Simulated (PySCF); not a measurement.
# C5H7MgN3O2, ions with solvent: NMR shifts, part 1 of 2

What NMR shifts should one expect for `[CH3][Mg+]` with `N#C[C-](C#N)C#N` with 2 × `O`?

Computed with PySCF 2.14.0; each step states its level. No surroundings beyond the atoms listed, unless a continuum is named. Atoms count from 0, parts from 1.

### Step 1. The system as given

18 atoms, charge 0, multiplicity 1; geometry: GFN2-xTB, MD frame. Parts: 1 = atoms 0–4, `[CH3][Mg+]`, charge 1; 2 = atoms 5–11, `N#C[C-](C#N)C#N`, charge -1; 3 = atoms 12–14, `O`, charge 0; 4 = atoms 15–17, `O`, charge 0.

### Step 2. Shielding tensors: 375 fs

The job: settings as JSON, then the geometry in Å.

```
{"job": {"kind": "nmr", "xc": "PBE0", "basis": "pcSseg-1", "pop": false}, "charge": 0, "multiplicity": 1, "parts": [{"atoms": "0-4", "charge": 1, "multiplicity": 1}, {"atoms": "5-11", "charge": -1, "multiplicity": 1}, {"atoms": "12-14", "charge": 0, "multiplicity": 1}, {"atoms": "15-17", "charge": 0, "multiplicity": 1}]}
C     -0.598930     0.517957    -2.389239
Mg     0.390342     0.004307    -0.637240
H     -1.558722     0.936904    -2.182639
H     -0.142419     1.116158    -3.168223
H     -0.751950    -0.443534    -2.917216
N      0.901286     1.270556     0.992236
C     -0.119023     1.476746     1.463707
C     -1.384610     1.365279     2.106956
C     -1.971816     2.359034     2.897798
N     -2.330097     3.258451     3.527395
C     -1.989443     0.239705     1.520866
N     -2.216541    -0.725071     0.948879
O      0.013309    -1.724587    -0.142772
H     -0.056130    -2.661587    -0.214881
H     -0.843742    -1.484868     0.248023
O      2.403678     0.397360    -1.291218
H      3.012302     0.322277    -0.521125
H      2.881953     0.960324    -1.980735
```

Level: GIAO PBE0/pcSseg-1 NMR shielding, non-relativistic, gas phase.

Run with:

```
> OMP_NUM_THREADS=1 python cluster_run.py task.json out
```

This one command runs all jobs of the session in turn.

The log of the run:

```text
coarse grid: 16752 points
cycle   1  E = -708.3982283912  dE =  1.688e+00  |g| = 1.128e+00  |ddm| = 4.095e+00
cycle   2  E = -707.7073877881  dE =  6.908e-01  |g| = 2.115e+00  |ddm| = 2.588e+00
cycle   3  E = -708.6093156291  dE = -9.019e-01  |g| = 4.959e-01  |ddm| = 2.062e+00
cycle   4  E = -708.6607507983  dE = -5.144e-02  |g| = 9.765e-02  |ddm| = 3.814e-01
cycle   5  E = -708.6625391889  dE = -1.788e-03  |g| = 2.550e-02  |ddm| = 9.057e-02
cycle   6  E = -708.6626516804  dE = -1.125e-04  |g| = 1.375e-02  |ddm| = 2.587e-02
cycle   7  E = -708.6626902697  dE = -3.859e-05  |g| = 2.526e-03  |ddm| = 1.078e-02
cycle   8  E = -708.6626915270  dE = -1.257e-06  |g| = 9.389e-04  |ddm| = 2.284e-03
final grid: 160568 points
cycle   9  E = -708.7432087935  dE = -4.821e-05  |g| = 6.965e-03  |ddm| = 2.900e-02
cycle  10  E = -708.7432046789  dE =  4.115e-06  |g| = 8.200e-03  |ddm| = 1.057e-02
cycle  11  E = -708.7432185569  dE = -1.388e-05  |g| = 1.156e-03  |ddm| = 5.918e-03
cycle  12  E = -708.7432187809  dE = -2.240e-07  |g| = 4.913e-04  |ddm| = 1.080e-03
cycle  13  E = -708.7432188284  dE = -4.747e-08  |g| = 1.648e-04  |ddm| = 4.209e-04
cycle  14  E = -708.7432188335  dE = -5.056e-09  |g| = 5.112e-05  |ddm| = 1.261e-04
cycle  15  E = -708.7432188338  dE = -3.961e-10  |g| = 2.831e-05  |ddm| = 4.956e-05
converged SCF energy = -708.7432188338

GIAO shielding tensors (ppm)
atom      isotropic    diamagn.    paramagn.     s11        s22        s33       span
  0 C      213.228     253.251     -40.023    200.801    214.539    224.343     23.542
  1 Mg     507.116     715.564    -208.448    460.744    479.900    580.704    119.961
  2 H       33.364      33.401      -0.036     27.992     30.874     41.227     13.234
  3 H       33.305      32.587       0.718     28.571     29.689     41.656     13.085
  4 H       33.104      32.063       1.041     28.359     30.475     40.478     12.120
  5 N        6.840     343.996    -337.156   -126.084    -52.669    199.275    325.360
  6 C       34.664     265.549    -230.885    -77.175    -70.176    251.343    328.517
  7 C      179.446     259.971     -80.525    163.832    175.138    199.367     35.535
  8 C       73.131     254.208    -181.077    -43.509    -28.420    291.321    334.830
  9 N      -64.650     339.237    -403.887   -265.376   -141.359    212.784    478.161
 10 C       47.620     266.837    -219.217    -60.735    -56.264    259.858    320.593
 11 N       -7.041     341.920    -348.960   -176.485    -58.410    213.772    390.257
 12 O      315.405     396.385     -80.979    272.448    312.764    361.004     88.557
 13 H       29.317      32.628      -3.311     20.663     22.030     45.257     24.595
 14 H       24.970      33.089      -8.119     11.220     17.334     46.357     35.137
 15 O      299.203     390.787     -91.584    263.123    301.600    332.888     69.765
 16 H       29.120      29.483      -0.363     20.801     25.534     41.026     20.225
 17 H       27.255      27.599      -0.344     19.595     22.361     39.810     20.215

== part 1 alone, relaxed ==
coarse grid: 4576 points
cycle   1  E = -239.4620842004  dE =  2.267e-01  |g| = 3.671e-01  |ddm| = 2.089e+00
cycle   2  E = -239.3359477274  dE =  1.261e-01  |g| = 6.752e-01  |ddm| = 1.559e+00
cycle   3  E = -239.5114323242  dE = -1.755e-01  |g| = 4.417e-02  |ddm| = 1.007e+00
cycle   4  E = -239.5120943384  dE = -6.620e-04  |g| = 1.395e-02  |ddm| = 6.981e-02
cycle   5  E = -239.5121236221  dE = -2.928e-05  |g| = 2.886e-03  |ddm| = 1.089e-02
cycle   6  E = -239.5121267910  dE = -3.169e-06  |g| = 3.106e-04  |ddm| = 4.085e-03
final grid: 38856 points
cycle   7  E = -239.5253335878  dE = -5.157e-06  |g| = 4.427e-03  |ddm| = 7.515e-03
cycle   8  E = -239.5253239172  dE =  9.671e-06  |g| = 6.901e-03  |ddm| = 1.124e-02
cycle   9  E = -239.5253381963  dE = -1.428e-05  |g| = 6.419e-04  |ddm| = 8.431e-03
cycle  10  E = -239.5253383237  dE = -1.274e-07  |g| = 2.377e-05  |ddm| = 7.713e-04
cycle  11  E = -239.5253383237  dE = -7.151e-11  |g| = 1.257e-05  |ddm| = 5.609e-05
converged SCF energy = -239.5253383237

GIAO shielding tensors (ppm)
atom      isotropic    diamagn.    paramagn.     s11        s22        s33       span
  0 C      174.047     252.118     -78.070    163.498    163.552    195.091     31.593
  1 Mg     643.158     706.182     -63.025    613.103    613.106    703.264     90.161
  2 H       29.085      28.059       1.026     24.812     25.999     36.443     11.632
  3 H       29.078      28.051       1.028     24.806     25.992     36.437     11.631
  4 H       29.084      28.058       1.026     24.811     25.999     36.443     11.632

== part 2 alone, relaxed ==
coarse grid: 7536 points
cycle   1  E = -316.1625855291  dE =  1.154e+00  |g| = 6.565e-01  |ddm| = 3.100e+00
cycle   2  E = -315.6843844515  dE =  4.782e-01  |g| = 1.637e+00  |ddm| = 2.297e+00
cycle   3  E = -316.2581951239  dE = -5.738e-01  |g| = 1.118e-01  |ddm| = 1.586e+00
cycle   4  E = -316.2612028249  dE = -3.008e-03  |g| = 3.509e-02  |ddm| = 1.283e-01
cycle   5  E = -316.2614767120  dE = -2.739e-04  |g| = 9.626e-03  |ddm| = 3.723e-02
cycle   6  E = -316.2614966424  dE = -1.993e-05  |g| = 9.384e-04  |ddm| = 6.532e-03
cycle   7  E = -316.2614968600  dE = -2.176e-07  |g| = 1.779e-04  |ddm| = 1.120e-03
final grid: 77808 points
cycle   8  E = -316.3004130956  dE = -1.395e-05  |g| = 3.317e-03  |ddm| = 2.375e-02
cycle   9  E = -316.3004138449  dE = -7.493e-07  |g| = 2.994e-03  |ddm| = 7.618e-03
cycle  10  E = -316.3004150676  dE = -1.223e-06  |g| = 1.634e-03  |ddm| = 3.519e-03
cycle  11  E = -316.3004156534  dE = -5.858e-07  |g| = 1.382e-04  |ddm| = 1.278e-03
cycle  12  E = -316.3004156575  dE = -4.012e-09  |g| = 4.377e-05  |ddm| = 1.331e-04
cycle  13  E = -316.3004156579  dE = -4.277e-10  |g| = 5.968e-06  |ddm| = 3.370e-05
converged SCF energy = -316.3004156579

GIAO shielding tensors (ppm)
atom      isotropic    diamagn.    paramagn.     s11        s22        s33       span
  0 N      -38.111     343.287    -381.397   -205.219    -93.457    184.344    389.563
  1 C       57.805     254.387    -196.582    -62.270    -45.847    281.532    343.803
  2 C      186.457     258.143     -71.686    171.444    193.902    194.025     22.580
  3 C       57.827     254.378    -196.552    -62.231    -45.814    281.524    343.756
  4 N      -38.122     343.288    -381.411   -205.301    -93.358    184.292    389.594
  5 C       57.811     254.385    -196.575    -62.260    -45.839    281.531    343.791
  6 N      -38.111     343.287    -381.399   -205.235    -93.436    184.336    389.571

== part 3 alone, relaxed ==
coarse grid: 2328 points
cycle   1  E = -76.2434220357  dE = -2.865e-03  |g| = 6.485e-01  |ddm| = 1.204e+00
cycle   2  E = -76.1930607884  dE =  5.036e-02  |g| = 8.514e-01  |ddm| = 7.416e-01
cycle   3  E = -76.3169846745  dE = -1.239e-01  |g| = 2.341e-02  |ddm| = 4.312e-01
cycle   4  E = -76.3170742266  dE = -8.955e-05  |g| = 2.852e-03  |ddm| = 1.038e-02
cycle   5  E = -76.3170753852  dE = -1.159e-06  |g| = 3.159e-04  |ddm| = 1.258e-03
final grid: 21952 points
cycle   6  E = -76.3318736339  dE = -7.151e-06  |g| = 2.966e-03  |ddm| = 6.092e-03
cycle   7  E = -76.3318726992  dE =  9.347e-07  |g| = 3.765e-03  |ddm| = 3.075e-03
cycle   8  E = -76.3318749675  dE = -2.268e-06  |g| = 9.248e-05  |ddm| = 1.756e-03
cycle   9  E = -76.3318749691  dE = -1.556e-09  |g| = 5.286e-06  |ddm| = 5.412e-05
cycle  10  E = -76.3318749691  dE = -6.054e-12  |g| = 7.220e-07  |ddm| = 3.896e-06
converged SCF energy = -76.3318749691

GIAO shielding tensors (ppm)
atom      isotropic    diamagn.    paramagn.     s11        s22        s33       span
  0 O      336.074     384.128     -48.054    311.400    340.218    356.605     45.205
  1 H       30.860      30.794       0.067     23.646     25.079     43.856     20.210
  2 H       30.858      30.790       0.068     23.645     25.078     43.852     20.208
```

Wall time 42 s (1 thread of AMD EPYC 9R14, shared host); peak memory 1.1 GiB.

Shifts follow as δ = σ(reference) − σ, with reference shieldings (ppm) from runs at the same level and on the same kind of geometry: 1H TMS 31.72, 13C TMS 186.9, 15N NH3 267.7, 17O H2O 336.1. The references are single molecules in the gas phase, so shifts against H2O, NH3, PH3, H3PO4 or CFCl3 are not on the usual liquid scales and can be off by tens of ppm. Each atom is listed at this fixed geometry, with no averaging over motion; a spectrum would average atoms that exchange fast.

| atoms | environment | σ (ppm) | δ (ppm) |
| --- | --- | --- | --- |
| C6 | carbon bonded to C, N | 34.7 | 152.3 |
| C10 | carbon bonded to C, N | 47.6 | 139.3 |
| C8 | carbon bonded to C, N | 73.1 | 113.8 |
| C7 | carbon bonded to 3 C | 179.4 | 7.5 |
| C0 | carbon bonded to Mg, 3 H | 213.2 | -26.3 |
| H14 | hydrogen on an oxygen bonded to Mg | 24.97 | 6.75 |
| H17 | hydrogen on an oxygen bonded to Mg | 27.26 | 4.46 |
| H16 | hydrogen on an oxygen bonded to Mg | 29.12 | 2.60 |
| H13 | hydrogen on an oxygen bonded to Mg | 29.32 | 2.40 |
| H4 | hydrogen on a carbon bonded to Mg | 33.10 | -1.39 |
| H3 | hydrogen on a carbon bonded to Mg | 33.31 | -1.59 |
| H2 | hydrogen on a carbon bonded to Mg | 33.36 | -1.65 |
| Mg1 | Mg bonded to C, N, 2 O | 507 | – |
| N9 | nitrogen bonded to C | -64.7 | 332.4 |
| N11 | nitrogen bonded to C | -7.0 | 274.8 |
| N5 | nitrogen bonded to C, Mg | 6.8 | 260.9 |
| O15 | oxygen bonded to Mg, 2 H | 299.2 | 36.9 |
| O12 | oxygen bonded to Mg, 2 H | 315.4 | 20.7 |

### Step 3. Shielding tensors: 600 fs

The job: settings as JSON, then the geometry in Å.

```
{"job": {"kind": "nmr", "xc": "PBE0", "basis": "pcSseg-1", "pop": false}, "charge": 0, "multiplicity": 1, "parts": [{"atoms": "0-4", "charge": 1, "multiplicity": 1}, {"atoms": "5-11", "charge": -1, "multiplicity": 1}, {"atoms": "12-14", "charge": 0, "multiplicity": 1}, {"atoms": "15-17", "charge": 0, "multiplicity": 1}]}
C     -0.995691     0.830328    -1.729628
Mg     0.524742    -0.108507    -0.731826
H     -1.089862     1.794392    -1.229491
H     -0.947836     0.900585    -2.788835
H     -1.909585     0.230682    -1.482629
N      1.116389     1.978620     0.649421
C      0.122791     1.936603     1.228523
C     -1.061641     1.512930     1.810529
C     -1.665867     2.299416     2.816345
N     -2.184251     2.945239     3.608126
C     -1.612336     0.347977     1.443904
N     -1.708341    -0.744934     1.073556
O      0.600088    -1.858695     0.303938
H      0.470573    -2.837139     0.403334
H     -0.267576    -1.607601     0.752489
O      2.283602     0.573250    -1.629564
H      2.711584     0.852050    -2.449635
H      2.252840     1.361376    -1.050284
```

Level: GIAO PBE0/pcSseg-1 NMR shielding, non-relativistic, gas phase.

The log of the run:

```text
coarse grid: 16752 points
cycle   1  E = -708.4205486821  dE =  1.640e+00  |g| = 1.070e+00  |ddm| = 4.145e+00
cycle   2  E = -707.8769149880  dE =  5.436e-01  |g| = 1.925e+00  |ddm| = 2.407e+00
cycle   3  E = -708.6066163536  dE = -7.297e-01  |g| = 4.853e-01  |ddm| = 1.896e+00
cycle   4  E = -708.6565733722  dE = -4.996e-02  |g| = 9.327e-02  |ddm| = 3.904e-01
cycle   5  E = -708.6581561385  dE = -1.583e-03  |g| = 2.753e-02  |ddm| = 8.444e-02
cycle   6  E = -708.6582748607  dE = -1.187e-04  |g| = 1.568e-02  |ddm| = 3.058e-02
cycle   7  E = -708.6583276119  dE = -5.275e-05  |g| = 2.187e-03  |ddm| = 1.310e-02
cycle   8  E = -708.6583285236  dE = -9.118e-07  |g| = 8.928e-04  |ddm| = 2.041e-03
final grid: 160568 points
cycle   9  E = -708.7405903521  dE = -4.750e-05  |g| = 8.712e-03  |ddm| = 3.278e-02
cycle  10  E = -708.7405785935  dE =  1.176e-05  |g| = 1.152e-02  |ddm| = 1.421e-02
cycle  11  E = -708.7406049562  dE = -2.636e-05  |g| = 1.688e-03  |ddm| = 8.426e-03
cycle  12  E = -708.7406054112  dE = -4.550e-07  |g| = 9.429e-04  |ddm| = 1.829e-03
cycle  13  E = -708.7406055986  dE = -1.874e-07  |g| = 1.283e-04  |ddm| = 7.364e-04
cycle  14  E = -708.7406056013  dE = -2.731e-09  |g| = 5.983e-05  |ddm| = 1.395e-04
cycle  15  E = -708.7406056020  dE = -6.810e-10  |g| = 2.474e-05  |ddm| = 5.661e-05
converged SCF energy = -708.7406056020

GIAO shielding tensors (ppm)
atom      isotropic    diamagn.    paramagn.     s11        s22        s33       span
  0 C      203.067     259.409     -56.341    195.378    206.186    207.638     12.260
  1 Mg     528.691     715.791    -187.100    476.009    485.929    624.136    148.127
  2 H       32.401      35.144      -2.743     27.715     31.145     38.344     10.630
  3 H       33.003      33.887      -0.884     28.012     29.251     41.745     13.733
  4 H       31.651      33.698      -2.047     26.668     30.260     38.027     11.359
  5 N      -20.396     343.667    -364.063   -174.567    -54.480    167.860    342.427
  6 C       42.357     267.245    -224.888    -69.558    -54.822    251.450    321.008
  7 C      182.118     258.124     -76.006    161.679    168.972    215.701     54.021
  8 C       72.608     252.226    -179.618    -45.739    -29.371    292.935    338.674
  9 N      -53.217     338.869    -392.086   -237.458   -144.252    222.060    459.519
 10 C       39.835     266.654    -226.819    -70.432    -53.182    243.121    313.553
 11 N      -37.871     340.109    -377.981   -211.074    -49.678    147.139    358.213
 12 O      304.552     394.255     -89.703    264.242    284.057    365.358    101.116
 13 H       27.724      29.063      -1.338     19.527     21.495     42.152     22.625
 14 H       23.540      31.340      -7.800      9.687     16.988     43.946     34.259
 15 O      309.587     393.390     -83.803    278.701    302.146    347.913     69.212
 16 H       28.505      29.611      -1.106     20.793     21.363     43.358     22.565
 17 H       27.521      30.572      -3.051     17.068     24.127     41.369     24.302
```

It took 35 s on 1 thread of AMD EPYC 9R14, shared host; peak memory 0.99 GiB.

In short: δ C10 147.1, C6 144.6, C8 114.3, C7 4.8, H14 8.18, H17 4.20 ppm.

### Step 4. Nuclear shieldings: 825 fs

The job: settings as JSON, then the geometry in Å.

```
{"job": {"kind": "nmr", "xc": "PBE0", "basis": "pcSseg-1", "pop": false}, "charge": 0, "multiplicity": 1, "parts": [{"atoms": "0-4", "charge": 1, "multiplicity": 1}, {"atoms": "5-11", "charge": -1, "multiplicity": 1}, {"atoms": "12-14", "charge": 0, "multiplicity": 1}, {"atoms": "15-17", "charge": 0, "multiplicity": 1}]}
C     -0.997752     0.721717    -2.331852
Mg     0.462968     0.327429    -0.868012
H     -1.746048     1.407746    -1.850865
H     -0.565043     1.342792    -3.071787
H     -1.565529    -0.060739    -2.867649
N      0.961176     1.670086     0.646210
C      0.024270     1.829386     1.333259
C     -1.131453     1.642054     2.016103
C     -1.810280     2.589923     2.817604
N     -2.279141     3.431730     3.442132
C     -1.502522     0.318508     1.795085
N     -1.749916    -0.764609     1.552886
O      0.485700    -1.684426     0.120075
H      0.033207    -2.389649    -0.360303
H     -0.186778    -1.356393     0.759090
O      2.291297     0.358909    -1.870556
H      2.626365     0.696815    -2.688118
H      3.072120     0.295313    -1.323190
```

Level: GIAO PBE0/pcSseg-1 NMR shielding, non-relativistic, gas phase.

The log of the run:

```text
coarse grid: 16752 points
cycle   1  E = -708.4300005559  dE =  1.597e+00  |g| = 1.102e+00  |ddm| = 4.116e+00
cycle   2  E = -707.7722683100  dE =  6.577e-01  |g| = 2.078e+00  |ddm| = 2.484e+00
cycle   3  E = -708.6306208187  dE = -8.584e-01  |g| = 4.865e-01  |ddm| = 1.940e+00
cycle   4  E = -708.6806318949  dE = -5.001e-02  |g| = 8.834e-02  |ddm| = 3.776e-01
cycle   5  E = -708.6821035270  dE = -1.472e-03  |g| = 1.997e-02  |ddm| = 7.918e-02
cycle   6  E = -708.6821928135  dE = -8.929e-05  |g| = 5.257e-03  |ddm| = 2.003e-02
cycle   7  E = -708.6821976389  dE = -4.825e-06  |g| = 1.740e-03  |ddm| = 4.211e-03
final grid: 160568 points
cycle   8  E = -708.7654232199  dE = -4.550e-05  |g| = 8.158e-03  |ddm| = 3.113e-02
cycle   9  E = -708.7654118833  dE =  1.134e-05  |g| = 1.097e-02  |ddm| = 1.357e-02
cycle  10  E = -708.7654363045  dE = -2.442e-05  |g| = 1.632e-03  |ddm| = 8.054e-03
cycle  11  E = -708.7654367708  dE = -4.663e-07  |g| = 6.645e-04  |ddm| = 1.587e-03
cycle  12  E = -708.7654368617  dE = -9.092e-08  |g| = 1.266e-04  |ddm| = 5.868e-04
cycle  13  E = -708.7654368639  dE = -2.138e-09  |g| = 7.209e-05  |ddm| = 1.384e-04
cycle  14  E = -708.7654368648  dE = -9.838e-10  |g| = 2.684e-05  |ddm| = 6.424e-05
converged SCF energy = -708.7654368648

GIAO shielding tensors (ppm)
atom      isotropic    diamagn.    paramagn.     s11        s22        s33       span
  0 C      212.026     252.972     -40.946    199.559    217.264    219.255     19.697
  1 Mg     514.709     715.201    -200.492    468.762    475.469    599.896    131.134
  2 H       32.007      32.251      -0.244     27.071     29.685     39.266     12.195
  3 H       33.964      33.042       0.922     28.880     30.932     42.079     13.199
  4 H       32.379      31.686       0.694     27.911     28.425     40.802     12.891
  5 N        4.936     344.143    -339.207   -139.211      1.543    152.476    291.687
  6 C       25.494     264.500    -239.006    -83.189    -75.785    235.457    318.646
  7 C      184.192     261.342     -77.151    167.732    175.311    209.532     41.800
  8 C       74.664     253.087    -178.423    -41.257    -26.310    291.559    332.816
  9 N      -59.446     339.137    -398.583   -252.518   -153.779    227.958    480.475
 10 C       52.884     263.191    -210.307    -58.209    -53.527    270.386    328.595
 11 N      -14.900     342.990    -357.890   -174.332    -84.494    214.126    388.459
 12 O      310.769     392.248     -81.479    281.124    298.431    352.751     71.628
 13 H       29.508      32.242      -2.734     22.859     23.139     42.524     19.664
 14 H       25.993      33.723      -7.730     14.379     18.264     45.336     30.956
 15 O      329.576     388.398     -58.822    298.089    328.472    362.166     64.078
 16 H       29.624      29.903      -0.279     20.795     23.544     44.532     23.737
 17 H       29.837      30.268      -0.431     20.676     24.899     43.936     23.260
```

Wall time 33 s (1 thread of AMD EPYC 9R14, shared host); peak memory 1 GiB.

In short: δ C6 161.4, C10 134.0, C8 112.3, C7 2.7, H14 5.72, H13 2.21 ppm.

(Continued in part 2 of 2.)
